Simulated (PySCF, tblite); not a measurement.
**C6H9BF2: geometry, infrared bands and NMR shifts**

What infrared bands and NMR shifts should C6H9BF2 (`C=C(C)/C=C(\BF)CF`) show?

Computed with tblite 0.8.0 and PySCF 2.14.0, with density-fitted response routines of our own, on a single molecule in the gas phase. Atoms are numbered from 0 throughout.

### Step 1. The starting structure

18 atoms, charge 0, multiplicity 1; geometry from: force field or distance geometry start.

Bonds of the start (Å): C0–C1 1.35, C1–C2 1.46, C1–C3 1.45, C3–C4 1.33, C4–B5 1.55, B5–F6 1.47, C4–C7 1.49, C7–F8 1.37, C0–H9 1.10, C0–H10 1.07, C2–H11 1.12, C2–H12 1.11, C2–H13 1.12, C3–H14 1.09, B5–H15 1.21, C7–H16 1.10, C7–H17 1.11.

### Step 2. Relaxing the molecule with GFN2-xTB

The job: settings as JSON, then the geometry in Å.

```
{"job": {"kind": "relax", "xc": "GFN2-xTB", "basis": "xTB"}, "charge": 0, "multiplicity": 1}
C      1.799300    -1.579200    -1.086400
C      1.127900    -0.560600    -0.501600
C      1.920300     0.539100     0.041800
C     -0.313900    -0.690300    -0.455400
C     -1.121000     0.198800     0.105800
B     -0.511900     1.482000     0.732300
F     -1.107800     2.729700     0.243400
C     -2.598900    -0.022700     0.099900
F     -2.840700    -1.219200    -0.519500
H      1.229800    -2.433600    -1.494500
H      2.869200    -1.557900    -1.163000
H      2.995200     0.311400    -0.167700
H      1.753500     1.529900    -0.423100
H      1.836200     0.559900     1.155000
H     -0.781200    -1.581600    -0.884900
H     -0.239400     1.524200     1.915100
H     -2.999100    -0.066900     1.127600
H     -3.026300     0.843200    -0.443300
```

Run with:

```console
> OMP_NUM_THREADS=1 python probes_run.py task.json out
```

The driver reads the jobs from task.json and runs them one after another.

**Question.** This job is followed by: GFN2-xTB harmonic vibrations, gas phase; GIAO PBE0/pcSseg-1 NMR shielding, non-relativistic, gas phase. Predict these results of the whole session: strongest single infrared mode (GFN2-xTB); zero-point energy (GFN2-xTB); 13C shifts against TMS (PBE0/pcSseg-1); 1H shifts against TMS (PBE0/pcSseg-1, means over atoms taken as alike); 11B shifts against BF3·OEt2 (PBE0/pcSseg-1); 19F shifts against CFCl3 (PBE0/pcSseg-1).

The runs gave:

```
                                                              quantity                                       value
                             strongest single infrared mode (GFN2-xTB)                       1229 cm⁻¹, 537 km/mol
                                          zero-point energy (GFN2-xTB)                               85.7 kcal/mol
                                13C shifts against TMS (PBE0/pcSseg-1)  161.2, 152.7, 142.0, 136.1, 87.7, 27.0 ppm
1H shifts against TMS (PBE0/pcSseg-1, means over atoms taken as alike)      7.71, 5.84, 5.79, 5.63, 5.57, 2.21 ppm
                           11B shifts against BF3·OEt2 (PBE0/pcSseg-1)                                    45.2 ppm
                              19F shifts against CFCl3 (PBE0/pcSseg-1)                           -30.6, -262.6 ppm
```

**Reading.** The optimisation took 108 steps and gained 0.931 eV; among the close pairs (by a distance rule), B5–F6 changed most, from 1.467 to 1.326 Å. No mode is imaginary among the 48: a minimum at this level. The strongest single mode, at 1229 cm⁻¹, moves mainly B5. GFN2-xTB is a fitted tight-binding method: band positions and strengths are rough. Its intensities can rank the bands wrongly. The most deshielded hydrogen is H14 (hydrogen on an alkene CH), at 7.71 ppm: olefinic region. At PBE0/pcSseg-1: Shielding is most anisotropic at F6 (span 490 ppm, paramagnetic term -265 ppm).
